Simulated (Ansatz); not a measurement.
# CH3ClF2Si (SMILES C[Si](F)(F)Cl): HF/3-21G

Aim: the energy change on altering one bond length of CH3ClF2Si at HF/3-21G, from 2 runs. 

The calculation is run with Ansatz 0.2.0.

126 further runs of the same task are left out: 126 set aside as unsound or not needed.

### 1 The structure to begin with

CH3ClF2Si: 8 atoms, total charge 0, spin state singlet. SMILES: `C[Si](F)(F)Cl`. Geometry: relaxed at PBE0-D4/def2-TZVP.

Bond lengths: C1–Si2 1.832 Å, Si2–F3 1.582 Å, Si2–F4 1.582 Å, Si2–Cl5 2.029 Å, C1–H6 1.092 Å, C1–H7 1.092 Å, C1–H8 1.091 Å. Some angles: C1–Si2–F3 111.0°, C1–Si2–F4 111.0°, C1–Si2–Cl5 112.6°, F3–Si2–F4 106.6°, F3–Si2–Cl5 107.7°, F4–Si2–Cl5 107.8°, Si2–C1–H6 110.1°, Si2–C1–H7 110.4°, Si2–C1–H8 110.4°, H6–C1–H7 108.6°.

### 2 The energy at HF/3-21G

Input file job.yaml:

```yaml
crystal:
  periodic: [false, false, false]
  atoms:
    - {symbol: C, position_ang: [-0.808500, -0.299000, 0.512200]}
    - {symbol: Si, position_ang: [0.690600, 0.151400, -0.439200]}
    - {symbol: F, position_ang: [1.987000, -0.472300, 0.219100]}
    - {symbol: F, position_ang: [0.616200, -0.415600, -1.914200]}
    - {symbol: Cl, position_ang: [0.963100, 2.158500, -0.560900]}
    - {symbol: H, position_ang: [-0.917100, -1.385400, 0.549800]}
    - {symbol: H, position_ang: [-0.740200, 0.080400, 1.533400]}
    - {symbol: H, position_ang: [-1.698800, 0.124800, 0.044100]}
basis:
  gaussian: {orbitals: 3-21G.json}
hamiltonian: {xc: hf}
accuracy: high
output: {orbitals: {seedname: orbitals}}
```

The basis set 3-21G is read from a file made from the Basis Set Exchange's data (not shown).

Command:

```
$ ansatz run job.yaml --threads 1 --pin off --max-ram 3480MiB --events-out events.jsonl --progress --plain --runs-dir runs
```

Standard output:

```text
Warning: RAYON_NUM_THREADS=1 ignored (pool sized by the plan → 1); use --threads N
Functional definition: HF
  name "HF"
  exchange = exact_x
  correlation = 0
1328 factors; integrals over basis functions are off by at most 9.0e-9 eV
mean field evaluation 1: about -26721.6769 eV, gradient 3.4e1 eV
mean field evaluation 2: about -26721.9017 eV, gradient 3.5e1 eV
mean field evaluation 4: about -26724.2201 eV, gradient 1.8e0 eV
mean field evaluation 8: about -26724.2458 eV, gradient 1.2e-1 eV
mean field evaluation 16: about -26724.2459 eV, gradient 2.8e-8 eV
mean field -26724.24587117 eV, -982.0979214211 hartree, gradient 2.8e-8 eV, S^2 0.000000; 0 other end points of the search recorded, 0 dependent functions left out
reference -26724.24587117 eV, -982.0979214211 hartree; 29, 29 occupied and 30, 30 virtual orbitals, 1328 factors
Total energy: -26724.24587117 eV, -982.0979214211 hartree
```

Wall time 0.78 s (1 thread of Arm Neoverse V2, shared host); peak memory 0.14 GiB.

### 3 The distorted shape at the same level

Input file input.yaml:

```yaml
crystal:
  periodic: [false, false, false]
  atoms:
    - {symbol: C, position_ang: [-0.828990, -0.412819, 0.205841]}
    - {symbol: Si, position_ang: [0.670110, 0.037581, -0.745559]}
    - {symbol: F, position_ang: [1.966510, -0.586119, -0.087259]}
    - {symbol: F, position_ang: [0.595710, -0.529419, -2.220559]}
    - {symbol: Cl, position_ang: [0.942610, 2.044681, -0.867259]}
    - {symbol: H, position_ang: [-0.937590, -1.499219, 0.243441]}
    - {symbol: H, position_ang: [-0.740200, 0.080400, 1.533400]}
    - {symbol: H, position_ang: [-1.719290, 0.010981, -0.262259]}
basis:
  gaussian:
    orbitals: 3-21G.json
accuracy: high
output: {orbitals: {seedname: orbitals}}
hamiltonian:
  xc: hf
```

The basis set 3-21G is read from a file made from the Basis Set Exchange's data (not shown).

Command:

```
$ ansatz run input.yaml --threads 1 --pin off --max-ram 3480MiB --events-out events.jsonl --progress --plain --runs-dir runs
```

Standard output:

```text
Warning: RAYON_NUM_THREADS=1 ignored (pool sized by the plan → 1); use --threads N
[... 4 set-up lines as earlier in the session ...]
1330 factors; integrals over basis functions are off by at most 1.0e-8 eV
mean field evaluation 1: about -26720.5277 eV, gradient 3.3e1 eV
mean field evaluation 2: about -26720.7688 eV, gradient 3.4e1 eV
mean field evaluation 4: about -26723.0656 eV, gradient 1.8e0 eV
mean field evaluation 8: about -26723.0936 eV, gradient 1.4e-1 eV
mean field evaluation 16: about -26723.0937 eV, gradient 2.9e-8 eV
mean field -26723.09366335 eV, -982.0555785645 hartree, gradient 2.9e-8 eV, S^2 0.000000; 0 other end points of the search recorded, 0 dependent functions left out
reference -26723.09366335 eV, -982.0555785645 hartree; 29, 29 occupied and 30, 30 virtual orbitals, 1330 factors
Total energy: -26723.09366335 eV, -982.0555785645 hartree
```

Wall time 0.78 s (1 thread of Arm Neoverse V2, shared host); peak memory 0.14 GiB.

### 4 Summary of results

Level: HF/3-21G.

| quantity | value |
| --- | --- |
| first shape: total energy | -982.09792 Eh |
| first shape: HOMO energy | -13.21 eV |
| first shape: LUMO energy | 5.01 eV |
| first shape: HOMO–LUMO gap | 18.23 eV |
| distorted shape: total energy | -982.05558 Eh |
| distorted shape: HOMO energy | -13.21 eV |
| distorted shape: LUMO energy | 4.18 eV |
| distorted shape: HOMO–LUMO gap | 17.39 eV |
| energy change with the C1–H7 bond stretched from 1.092 to 1.419 Å | 1.152 eV |

With the C1–H7 bond stretched from 1.092 to 1.419 Å the energy rises by 1.15 eV (111 kJ/mol). The first shape isn't relaxed at this level, so the change isn't measured from a minimum.
